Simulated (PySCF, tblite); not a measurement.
# C₂H₁₀O₂SSi₂: geometry, infrared bands and NMR shifts

Wanted: the infrared bands and NMR shifts of C₂H₁₀O₂SSi₂ (`CO[SiH2]S[Si@H](C)O`), by calculation.

The runs use tblite 0.8.0 and PySCF 2.14.0, with density-fitted response routines of our own; the level of theory stands in each step. All values are computed, except where a source is named. Atoms count from 0, in the outputs and in this text.

## 1. Starting geometry

17 atoms, charge 0, multiplicity 1; geometry from: force field or distance geometry start.

Bonds of the start (Å): C0–O1 1.41, O1–Si2 1.70, Si2–S3 2.18, S3–Si4 2.16, Si4–C5 1.85, Si4–O6 1.72, C0–H7 1.12, C0–H8 1.12, C0–H9 1.10, Si2–H10 1.48, Si2–H11 1.46, Si4–H12 1.47, C5–H13 1.11, C5–H14 1.12, C5–H15 1.08, O6–H16 1.00.

## 2. Optimising the geometry with GFN2-xTB

The job: settings as JSON, then the geometry in Å.

```
{"job": {"kind": "relax", "xc": "GFN2-xTB", "basis": "xTB"}, "charge": 0, "multiplicity": 1}
C      3.371100     0.522400     0.195600
O      2.768000     0.186000    -1.030500
Si     1.465900    -0.843900    -0.661000
S     -0.394900    -0.078800    -1.497100
Si    -1.847500    -0.404100     0.066500
C     -3.465200     0.430600    -0.248800
O     -1.143800     0.267100     1.485800
H      3.565200     1.619500     0.262500
H      2.706200     0.246900     1.060200
H      4.337000     0.019800     0.358400
H      1.308700    -0.886500     0.809300
H      1.651900    -2.227300    -1.090800
H     -2.023200    -1.863700     0.173200
H     -4.261800    -0.227200     0.153300
H     -3.464900     1.414400     0.292500
H     -3.693900     0.635600    -1.284600
H     -0.885700     1.201400     1.244300
```

The run is started by

```sh
$ OMP_NUM_THREADS=1 python probes_run.py task.json out
```

One launch serves the whole session: the jobs run in the order shown.

**Question.** This job is followed by: GFN2-xTB harmonic vibrations, gas phase; GIAO PBE0/pcSseg-1 NMR shielding, non-relativistic, gas phase. What will the session give for the following? strongest single infrared mode (GFN2-xTB); zero-point energy (GFN2-xTB); ¹³C shifts against TMS (PBE0/pcSseg-1); ¹H shifts against TMS (PBE0/pcSseg-1, means over atoms taken as alike); ¹⁷O shifts against H2O (PBE0/pcSseg-1); ²⁹Si shifts against TMS (PBE0/pcSseg-1); ³³S shifts against CS2 (PBE0/pcSseg-1); surface potential, 1st and 99th percentile.

The runs gave:

| quantity | value |
| --- | --- |
| strongest single infrared mode (GFN2-xTB) | 2268 cm⁻¹, 480 km/mol |
| zero-point energy (GFN2-xTB) | 75.0 kcal/mol |
| ¹³C shifts against TMS (PBE0/pcSseg-1) | 52.9, 3.1 ppm |
| ¹H shifts against TMS (PBE0/pcSseg-1, means over atoms taken as alike) | 5.84, 5.59, 5.37, 4.19, 3.79, 0.43 ppm |
| ¹⁷O shifts against H2O (PBE0/pcSseg-1) | 62.8, 10.1 ppm |
| ²⁹Si shifts against TMS (PBE0/pcSseg-1) | 1.3, -7.1 ppm |
| ³³S shifts against CS2 (PBE0/pcSseg-1) | -211 ppm |
| surface potential, 1st and 99th percentile | -1.42 V and 1.32 V |

What this shows: The optimisation took 204 steps and gained 1.199 eV; among the close pairs (by a distance rule), Si4–O6 changed most, from 1.720 to 1.617 Å. No mode is imaginary among the 45: a minimum at this level. The strongest single mode, at 2268 cm⁻¹, moves mainly H10. Unscaled tight-binding wavenumbers are off by several per cent, some by more. Its intensities can rank the bands wrongly. The most deshielded carbon is C0 (methyl carbon bonded to O), at 52.9 ppm: deshielded by the electronegative neighbour. At PBE0/pcSseg-1: The largest span, 242 ppm, is at S3, where the paramagnetic term is -349 ppm.
